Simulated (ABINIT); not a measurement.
A run of ABINIT 10.8.3 (patched build):

File run.abi:

```
ndtset 2

pp_dirpath "./"
pseudos "Ag.GGA_PBE-JTH.xml, Rh.GGA_PBE-JTH.xml"

acell 3*1.0 Angstrom
rprim
     2.7775881998     0.0000000000     0.0000000000
    -1.3887940999     2.4054619423     0.0000000000
     0.0000000000     0.0000000000     4.8086020000
ntypat 2
znucl 47 45
natom 2
typat 1 2
xred
     0.0000000000     0.0000000000     0.5000000000
     0.6666666667     0.3333333333     0.0000000000

ecut 20.0
pawecutdg 40.0
pawxcdev 0

ixc 14

occopt 3
tsmear 0.00183747

nstep 100

iomode 3
prtwf 0
prteig 0
prtebands 0
enunit 1
prtden1 1

kptopt1 1
ngkpt1 11 11 6
nshiftk1 1
shiftk1 0.0 0.0 0.0
nband1 18
tolvrs1 1.0e-9

iscf2 -2
getden2 1
nband2 24
nbdbuf2 4
tolwfr2 1.0e-11
kptopt2 -7
ndivsm2 6
prteig2 1
kptbounds2
     0.0000000000     0.0000000000     0.0000000000
     0.5000000000     0.0000000000     0.0000000000
     0.3333333333     0.3333333333     0.0000000000
     0.0000000000     0.0000000000     0.0000000000
     0.0000000000     0.0000000000     0.5000000000
     0.5000000000     0.0000000000     0.5000000000
     0.3333333333     0.3333333333     0.5000000000
     0.0000000000     0.0000000000     0.5000000000
```

Potentials or basis: JTH PAW PBE v2.0.

The run is started by

```bash
$ abinit run.abi > log 2>&1
```

Hardware: 1 thread of Arm Neoverse V2, on a shared host.

Task: How long does it take, and how much memory?

Result: Run time: 57 s on 1 thread of Arm Neoverse V2, on a shared host, peak memory 0.13 GiB. Counts: scf iterations 12, mpi ranks 1, k points 64, bands 18, plane waves 936.
